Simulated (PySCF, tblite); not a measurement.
# C₅H₅F₃Si: excited states, first hyperpolarisability

Aim: compute the excited states, first hyperpolarisability of C₅H₅F₃Si (`FC(F)(F)C1=CC=C[SiH2]1`).

Programs: tblite 0.8.0 and PySCF 2.14.0, with routines of our own; each step states its level. All values are computed. Atoms count from 0.

### 1 The system as given

14 atoms, charge 0, multiplicity 1; geometry from: force field or distance geometry start.

### 2 Relaxing the molecule with GFN2-xTB

Job settings and geometry (Å):

```
{"job": {"kind": "relax", "xc": "GFN2-xTB", "basis": "xTB"}, "charge": 0, "multiplicity": 1}
F      2.588800     0.788600     1.136100
C      2.010800     0.002600     0.180400
F      2.438800    -1.271100     0.453500
F      2.567700     0.366100    -1.003700
C      0.548500     0.110900     0.185400
C     -0.285000     0.857200     0.934200
C     -1.692200     0.708700     0.626000
C     -1.960400    -0.151700    -0.362200
Si    -0.383100    -0.915300    -1.063900
H      0.047600     1.526600     1.726800
H     -2.451000     1.255100     1.175600
H     -2.942800    -0.420700    -0.752100
H     -0.168600    -0.488400    -2.457500
H     -0.319800    -2.369100    -0.800700
```

Launch:

```console
> OMP_NUM_THREADS=1 python excited_run.py task.json out
```

The driver reads the jobs from task.json and runs them one after another.

Log:

```text
step      E/eV     max force
  0    -792.68827    1.129
  1    -792.74222    0.523
  2    -792.76737    0.525
  3    -792.78145    0.414
  4    -792.79320    0.308
  5    -792.80085    0.243
  6    -792.80857    0.300
  7    -792.81441    0.269
  8    -792.81809    0.157
  9    -792.82001    0.121
 10    -792.82168    0.128
 11    -792.82383    0.145
 12    -792.82602    0.133
 13    -792.82787    0.102
 14    -792.82910    0.072
 15    -792.82998    0.069
 16    -792.83084    0.078
 17    -792.83176    0.072
 18    -792.83266    0.077
 19    -792.83347    0.072
 20    -792.83417    0.061
 21    -792.83472    0.058
 22    -792.83509    0.048
 23    -792.83536    0.042
 24    -792.83560    0.036
 25    -792.83585    0.036
 26    -792.83607    0.031
 27    -792.83625    0.027
 28    -792.83638    0.035
 29    -792.83648    0.027
 30    -792.83652    0.015
 31    -792.83653    0.006
```

Wall time 0.18 s (1 thread of Arm Neoverse V2, shared host).

Along the way:

```
step  energy from step 0 (eV)  largest force (eV/Å)
   0                   0.0000                1.1286
   1                  -0.0539                0.5226
   2                  -0.0791                0.5250
   3                  -0.0932                0.4140
   4                  -0.1049                0.3081
   5                  -0.1126                0.2426
   6                  -0.1203                0.3003
   7                  -0.1261                0.2688
   8                  -0.1298                0.1569
   9                  -0.1317                0.1209
  10                  -0.1334                0.1280
  11                  -0.1356                0.1451
  12                  -0.1377                0.1329
  13                  -0.1396                0.1018
  14                  -0.1408                0.0723
  15                  -0.1417                0.0693
  16                  -0.1426                0.0779
  17                  -0.1435                0.0718
  18                  -0.1444                0.0769
  19                  -0.1452                0.0716
  20                  -0.1459                0.0606
  21                  -0.1464                0.0581
  22                  -0.1468                0.0483
  23                  -0.1471                0.0421
  24                  -0.1473                0.0359
  25                  -0.1476                0.0363
  26                  -0.1478                0.0311
  27                  -0.1480                0.0271
  28                  -0.1481                0.0348
  29                  -0.1482                0.0270
  30                  -0.1482                0.0146
  31                  -0.1483                0.0057
```

Close pairs (by a distance rule), those that changed most:

```csv
bond,before (Å),after (Å),change (Å)
C4–Si8,1.866,1.896,+0.030
F0–C1,1.366,1.345,-0.021
C1–F2,1.371,1.352,-0.020
Si8–H13,1.479,1.460,-0.019
C7–H11,1.091,1.077,-0.014
Si8–H12,1.473,1.460,-0.014
C5–H9,1.089,1.081,-0.009
C1–C4,1.466,1.475,+0.008
```

The final coordinates are the input of the step that follows.

### 3 Infrared spectrum with GFN2-xTB

Job settings and geometry (Å):

```
{"job": {"kind": "ir", "xc": "GFN2-xTB", "basis": "xTB"}, "charge": 0, "multiplicity": 1}
F      2.527556     0.842553     1.187072
C      2.024440     0.038926     0.233387
F      2.494146    -1.199078     0.504101
F      2.628518     0.405208    -0.918755
C      0.553998     0.063786     0.122680
C     -0.250070     0.812107     0.888380
C     -1.672058     0.682704     0.608843
C     -2.008291    -0.162718    -0.374118
Si    -0.459221    -0.952293    -1.116388
H      0.098142     1.475390     1.667045
H     -2.378879     1.257562     1.188974
H     -3.033589    -0.328700    -0.657659
H     -0.185221    -0.551152    -2.492777
H     -0.340148    -2.384769    -0.862951
```

Log:

```text
mode    cm-1     km/mol
  1      21.5      0.08
  2     114.5      0.46
  3     139.4      2.09
  4     205.6      1.63
  5     301.3     10.61
  6     352.0     11.78
  7     367.0      6.15
  8     386.9      5.04
  9     469.2     12.33
 10     485.3      3.49
 11     518.8     18.63
 12     534.2     21.65
 13     595.7     47.69
 14     610.0    121.67
 15     652.7      3.71
 16     672.0      0.71
 17     736.5    181.96
 18     750.2     74.34
 19     802.3     57.40
 20     889.7     19.23
 21     913.8      0.25
 22     968.7     44.35
 23    1006.8    297.94
 24    1020.0    154.96
 25    1053.4    130.52
 26    1110.3     38.03
 27    1237.9    205.55
 28    1245.6     69.09
 29    1310.5      6.00
 30    1558.7     18.84
 31    1639.9     19.28
 32    2298.2    112.64
 33    2301.0    383.00
 34    3071.6     12.19
 35    3080.2     37.98
 36    3109.1     26.42
```

Wall time 0.41 s (1 thread of Arm Neoverse V2, shared host).

Which atoms move in the most intense modes:

| cm⁻¹ | km/mol | atoms |
| --- | --- | --- |
| 610 | 121.7 | H13 36 %, H12 36 %, Si8 12 % |
| 736 | 182.0 | H12 43 %, H13 43 % |
| 1007 | 297.9 | C1 74 %, F2 12 %, F3 12 % |
| 1020 | 155.0 | C1 36 %, C5 17 %, C6 11 % |
| 1053 | 130.5 | C1 40 %, H9 15 %, C5 14 % |
| 1238 | 205.6 | C1 37 %, C4 20 %, H10 15 %, H9 13 % |
| 2298 | 112.6 | H12 52 %, H13 46 % |
| 2301 | 383.0 | H13 51 %, H12 45 % |

### 4 Excited states: TDA CAM-B3LYP/aug-cc-pVDZ

The job, as its differences from that of step 3:

```diff
@@ -1,2 +1,2 @@
-{"job": {"kind": "ir", "xc": "GFN2-xTB", "basis": "xTB"}, "charge": 0, "multiplicity": 1}
+{"job": {"kind": "states", "xc": "CAM-B3LYP", "basis": "aug-cc-pVDZ", "tda": true, "soc": true, "nstates": 8, "ntriplets": 6, "nquad": 4}, "charge": 0, "multiplicity": 1}
 F      2.527556     0.842553     1.187072
```

Method: TDA CAM-B3LYP/aug-cc-pVDZ excited states, vertical, gas phase, spin-orbit mean-field couplings.

Log:

```text
coarse grid: 13416 points
cycle   1  E = -782.2442478159  dE =  1.695e+00  |g| = 9.184e-01  |ddm| = 1.761e+01
cycle   2  E = -782.1906915922  dE =  5.356e-02  |g| = 1.156e+00  |ddm| = 4.539e+00
cycle   3  E = -782.4045784561  dE = -2.139e-01  |g| = 7.746e-02  |ddm| = 2.452e+00
cycle   4  E = -782.4055735156  dE = -9.951e-04  |g| = 4.560e-02  |ddm| = 3.905e-01
cycle   5  E = -782.4060702141  dE = -4.967e-04  |g| = 9.764e-03  |ddm| = 2.423e-01
cycle   6  E = -782.4060926653  dE = -2.245e-05  |g| = 3.033e-03  |ddm| = 3.790e-02
cycle   7  E = -782.4060951513  dE = -2.486e-06  |g| = 8.356e-04  |ddm| = 1.175e-02
final grid: 129640 points
cycle   8  E = -782.4184430753  dE = -2.469e-05  |g| = 5.007e-03  |ddm| = 2.614e-01
cycle   9  E = -782.4184418998  dE =  1.175e-06  |g| = 5.896e-03  |ddm| = 3.166e-02
cycle  10  E = -782.4184481939  dE = -6.294e-06  |g| = 3.324e-04  |ddm| = 1.501e-02
cycle  11  E = -782.4184482135  dE = -1.964e-08  |g| = 1.973e-04  |ddm| = 2.213e-03
cycle  12  E = -782.4184482230  dE = -9.483e-09  |g| = 4.106e-05  |ddm| = 7.234e-04
cycle  13  E = -782.4184482234  dE = -4.172e-10  |g| = 1.353e-05  |ddm| = 1.959e-04
converged SCF energy = -782.4184482234

Singlet excitations
state   eV       nm        f     d(h-e)  d(exc)  Lambda  PR(NTO)  |dmu|/D   mu/D   main configurations
  1   4.7206   262.6   0.11804   0.185   2.681   0.797   1.100    0.700    3.650   H->L 0.94
  2   5.7123   217.0   0.00017   0.484   2.628   0.544   1.031    0.827    3.635   H-1->L 0.97
  3   6.3178   196.2   0.01286   0.959   3.934   0.283   1.430    4.720    1.473   H->L+1 0.68, H-3->L 0.17
  4   6.3417   195.5   0.00042   0.553   3.097   0.510   1.604    1.979    2.199   H-3->L 0.74, H->L+1 0.16
  5   6.5429   189.5   0.00213   1.614   3.788   0.230   1.106                     H->L+2 0.59, H->L+5 0.16, H->L+8 0.09
  6   6.9050   179.6   0.04054   0.264   3.061   0.667   1.865                     H-2->L 0.63, H->L+9 0.19, H->L+10 0.10
  7   7.0372   176.2   0.00057   0.817   4.188   0.208   1.014                     H->L+6 0.54, H->L+3 0.19
  8   7.2311   171.5   0.01368   1.497   4.635   0.213   1.042                     H->L+5 0.62, H->L+2 0.15

Triplet excitations (Tamm-Dancoff)
state   eV     d(h-e)  d(exc)  Lambda  PR(NTO)   main configurations
  1   2.6422   0.038   2.421   0.803   1.066   H->L 0.95
  2   4.8071   0.044   2.161   0.661   1.827   H-2->L 0.53, H->L+9 0.16, H-4->L 0.11
  3   5.2565   0.511   2.562   0.541   1.049   H-1->L 0.96
  4   5.7812   0.461   2.653   0.587   1.090   H-3->L 0.93
  5   6.2629   1.111   4.058   0.217   1.018   H->L+1 0.79
  6   6.4148   1.324   3.723   0.216   1.023   H->L+2 0.56, H->L+5 0.18, H->L+8 0.10
S1 - T1 = 2.0785 eV

Spin-orbit couplings |<S|Hso|T>| (cm-1)
             T1       T2       T3       T4       T5       T6
S0        0.420    0.516    4.818    1.042    2.127    2.726
S1        0.134    0.006    5.842    2.219    3.169    6.029
S2        3.835    7.129    1.349   25.655    0.525    1.092
S3        1.686    0.347   10.656    1.017    0.146    4.132
S4        0.514    3.213   22.063    0.576    1.527    1.717
S5        3.274    2.264    4.832    0.815    4.309    0.437
S6        0.357    0.170   14.903   11.603    1.360    1.876
S7        0.599    0.388    0.284    0.685    3.089    6.742
S8        2.168    0.472    0.453    0.060    2.824    1.405
T1 sublevels (cm-1): 0.000 0.000 0.000   radiative rates (1/s): 0.00832 0.00101 0.000367
```

Run time: 76 s. Hardware: 1 thread of Arm Neoverse V2, shared host; peak memory 1.1 GiB.

From this job:

| quantity | value |
| --- | --- |
| S1 less T1 | 2.08 eV |

### 5 Excited states: TDDFT CAM-B3LYP/aug-cc-pVDZ

The job, as its differences from that of step 4:

```diff
@@ -1,2 +1,2 @@
-{"job": {"kind": "states", "xc": "CAM-B3LYP", "basis": "aug-cc-pVDZ", "tda": true, "soc": true, "nstates": 8, "ntriplets": 6, "nquad": 4}, "charge": 0, "multiplicity": 1}
+{"job": {"kind": "states", "xc": "CAM-B3LYP", "basis": "aug-cc-pVDZ", "tpa": true, "nstates": 6, "nquad": 5, "ntriplets": 0}, "charge": 0, "multiplicity": 1}
 F      2.527556     0.842553     1.187072
```

Method: TDDFT CAM-B3LYP/aug-cc-pVDZ excited states, vertical, gas phase, two-photon moments by quadratic response.

Log:

```text
coarse grid: 13416 points
cycle   1  E = -782.2442478159  dE =  1.695e+00  |g| = 9.184e-01  |ddm| = 1.761e+01
cycle   2  E = -782.1906915922  dE =  5.356e-02  |g| = 1.156e+00  |ddm| = 4.539e+00
cycle   3  E = -782.4045784561  dE = -2.139e-01  |g| = 7.746e-02  |ddm| = 2.452e+00
cycle   4  E = -782.4055735156  dE = -9.951e-04  |g| = 4.560e-02  |ddm| = 3.905e-01
cycle   5  E = -782.4060702141  dE = -4.967e-04  |g| = 9.764e-03  |ddm| = 2.423e-01
cycle   6  E = -782.4060926653  dE = -2.245e-05  |g| = 3.033e-03  |ddm| = 3.790e-02
cycle   7  E = -782.4060951513  dE = -2.486e-06  |g| = 8.356e-04  |ddm| = 1.175e-02
final grid: 129640 points
cycle   8  E = -782.4184430753  dE = -2.469e-05  |g| = 5.007e-03  |ddm| = 2.614e-01
cycle   9  E = -782.4184418998  dE =  1.175e-06  |g| = 5.896e-03  |ddm| = 3.166e-02
cycle  10  E = -782.4184481939  dE = -6.294e-06  |g| = 3.324e-04  |ddm| = 1.501e-02
cycle  11  E = -782.4184482135  dE = -1.964e-08  |g| = 1.973e-04  |ddm| = 2.213e-03
cycle  12  E = -782.4184482230  dE = -9.483e-09  |g| = 4.106e-05  |ddm| = 7.234e-04
cycle  13  E = -782.4184482234  dE = -4.172e-10  |g| = 1.353e-05  |ddm| = 1.959e-04
converged SCF energy = -782.4184482234

Singlet excitations
state   eV       nm        f     d(h-e)  d(exc)  Lambda  PR(NTO)  |dmu|/D   mu/D   delta(TPA)   sigma/GM   main configurations
  1   4.4234   280.3   0.08291   0.178   2.665   0.791   1.136    0.582    3.603        0.63      0.005   H->L 0.98
  2   5.6855   218.1   0.00011   0.483   2.631   0.544   1.033    0.840    3.646        0.51      0.006   H-1->L 0.97
  3   6.2956   196.9   0.00701   0.371   2.969   0.532   1.457    1.183    2.156        5.24      0.076   H-3->L 0.80, H->L+1 0.11
  4   6.3234   196.1   0.00435   1.042   4.027   0.265   1.299    5.260    2.289       51.87      0.760   H->L+1 0.73, H-3->L 0.12
  5   6.5331   189.8   0.00225   1.631   3.797   0.225   1.075    5.001    5.740        8.04      0.126   H->L+2 0.60, H->L+5 0.16, H->L+8 0.09
  6   6.8601   180.7   0.05145   0.267   3.036   0.680   1.769                                            H-2->L 0.71, H->L+9 0.15, H->L+10 0.08
```

It took 84 s on 1 thread of Arm Neoverse V2, shared host; peak memory 1.2 GiB.

### 6 First hyperpolarisability: quadratic response B3LYP/aug-cc-pVDZ

The job, as its differences from that of step 5:

```diff
@@ -1,2 +1,2 @@
-{"job": {"kind": "states", "xc": "CAM-B3LYP", "basis": "aug-cc-pVDZ", "tpa": true, "nstates": 6, "nquad": 5, "ntriplets": 0}, "charge": 0, "multiplicity": 1}
+{"job": {"kind": "beta", "xc": "B3LYP", "basis": "aug-cc-pVDZ", "wavelengths": [1550, 1064, 694.3]}, "charge": 0, "multiplicity": 1}
 F      2.527556     0.842553     1.187072
```

Method: quadratic response B3LYP/aug-cc-pVDZ first hyperpolarisability, Taylor convention, gas phase.

Log:

```text
coarse grid: 13416 points
cycle   1  E = -782.4392396552  dE =  1.470e+00  |g| = 9.089e-01  |ddm| = 1.874e+01
cycle   2  E = -782.2436442640  dE =  1.956e-01  |g| = 1.418e+00  |ddm| = 5.781e+00
cycle   3  E = -782.5896122322  dE = -3.460e-01  |g| = 1.291e-01  |ddm| = 3.179e+00
cycle   4  E = -782.5926097638  dE = -2.998e-03  |g| = 7.688e-02  |ddm| = 7.252e-01
cycle   5  E = -782.5941551407  dE = -1.545e-03  |g| = 1.453e-02  |ddm| = 2.745e-01
cycle   6  E = -782.5942022660  dE = -4.713e-05  |g| = 4.370e-03  |ddm| = 6.661e-02
cycle   7  E = -782.5942075424  dE = -5.276e-06  |g| = 8.016e-04  |ddm| = 1.699e-02
final grid: 129640 points
cycle   8  E = -782.6063963590  dE = -3.193e-05  |g| = 7.286e-03  |ddm| = 3.836e-01
cycle   9  E = -782.6063839196  dE =  1.244e-05  |g| = 1.086e-02  |ddm| = 5.676e-02
cycle  10  E = -782.6064074891  dE = -2.357e-05  |g| = 7.068e-04  |ddm| = 3.084e-02
cycle  11  E = -782.6064075860  dE = -9.689e-08  |g| = 3.878e-04  |ddm| = 3.466e-03
cycle  12  E = -782.6064076260  dE = -3.998e-08  |g| = 8.797e-05  |ddm| = 1.176e-03
cycle  13  E = -782.6064076278  dE = -1.772e-09  |g| = 2.790e-05  |ddm| = 3.625e-04
cycle  14  E = -782.6064076279  dE = -1.828e-10  |g| = 8.512e-06  |ddm| = 1.120e-04
converged SCF energy = -782.6064076279

Lowest singlets (eV, f): 4.2756 0.0822  5.4406 0.0001  5.8857 0.0100

First hyperpolarisability (au)
process     nm      |vector|   parallel      HRS      DR
static         -      184.87    -106.72      71.08   6.728
shg       1550.0      193.08    -111.97      74.69   6.422
eope      1550.0      187.54    -108.42          -       -
shg       1064.0      203.03    -118.39       79.3    5.98
eope      1064.0      190.61    -110.39          -       -
shg        694.3      229.96    -136.07      96.31   3.858
eope       694.3      198.83    -115.67          -       -
```

Wall time 61 s (1 thread of Arm Neoverse V2, shared host); peak memory 1.1 GiB.

### 7 Outcome

| quantity | value |
| --- | --- |
| strongest single infrared mode (GFN2-xTB) | 2301 cm⁻¹, 383 km/mol |
| zero-point energy (GFN2-xTB) | 52.2 kcal/mol |
| S1 less T1 (step 4, TDA CAM-B3LYP/aug-cc-pVDZ) | 2.08 eV |
| β vector (step 6, quadratic response B3LYP/aug-cc-pVDZ) | static 185, SHG 1550.0 nm 193, SHG 1064.0 nm 203, SHG 694.3 nm 230 au |

What this shows: All 36 modes are real, so the xTB geometry is a minimum. Unscaled tight-binding wavenumbers are off by several per cent, some by more. Its intensities can rank the bands wrongly. In step 4, the number of triplets below S1 is 1, and the largest singlet-triplet spin-orbit coupling is S2–T4, 25.66 cm⁻¹. β grows from 185 au (static) to 230 au for doubling at 694.3 nm: normal dispersion, which grows as twice the photon energy moves toward the bright states.
